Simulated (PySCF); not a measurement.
# C3H8OSSi: the cost of one run

Programs: PySCF 2.14.0, with density-fitted response routines of our own. Each step states its level of theory. These are calculated values for one molecule, in the gas phase or a continuum, unless marked as measured. Atoms are numbered from 0 throughout.

## Step 1: Starting geometry

14 atoms, charge 0, multiplicity 1; geometry from: GFN2-xTB. The atoms were then displaced at random by about 0.01 Å, so the start is not that level's minimum.

Bonds of the start (Å): C0–C1 1.47, C1–S2 1.63, C1–C3 1.54, C3–O4 1.37, O4–Si5 1.63, C0–H6 1.07, C0–H7 1.09, C0–H8 1.12, C3–H9 1.09, C3–H10 1.08, Si5–H11 1.47, Si5–H12 1.45, Si5–H13 1.45.

## Step 2: Relaxing the molecule at PBE0-D3(BJ)/def2-SVP

Job settings and geometry (Å):

```
{"job": {"xc": "PBE0", "basis": "def2-SVP", "d3": "d3bj", "grid": 1, "shake": 0.01, "kind": "geom"}, "charge": 0, "multiplicity": 1}
C     -1.999950    -0.035250     0.399130
C     -1.324690    -0.307810    -0.878830
S     -2.117690    -0.722400    -2.246920
C      0.211900    -0.198650    -0.877800
O      0.673540     0.144770     0.362500
Si     2.212910     0.341610     0.850900
H     -1.651560    -0.687440     1.172220
H     -3.080070    -0.105780     0.272810
H     -1.773080     1.005740     0.742160
H      0.594110    -1.167490    -1.187620
H      0.471690     0.534970    -1.622040
H      2.981420    -0.899100     0.656360
H      1.936190     0.668330     2.237270
H      2.858130     1.413420     0.112110
```

Launch:

```console
OMP_NUM_THREADS=1 python probes_run.py task.json out
```

One launch serves the whole session: the jobs run in the order shown.

Q: Estimate the wall time and peak memory of this first job on 1 thread of Arm Neoverse V1, shared host.

About 54 s, with a peak of 0.57 GiB.
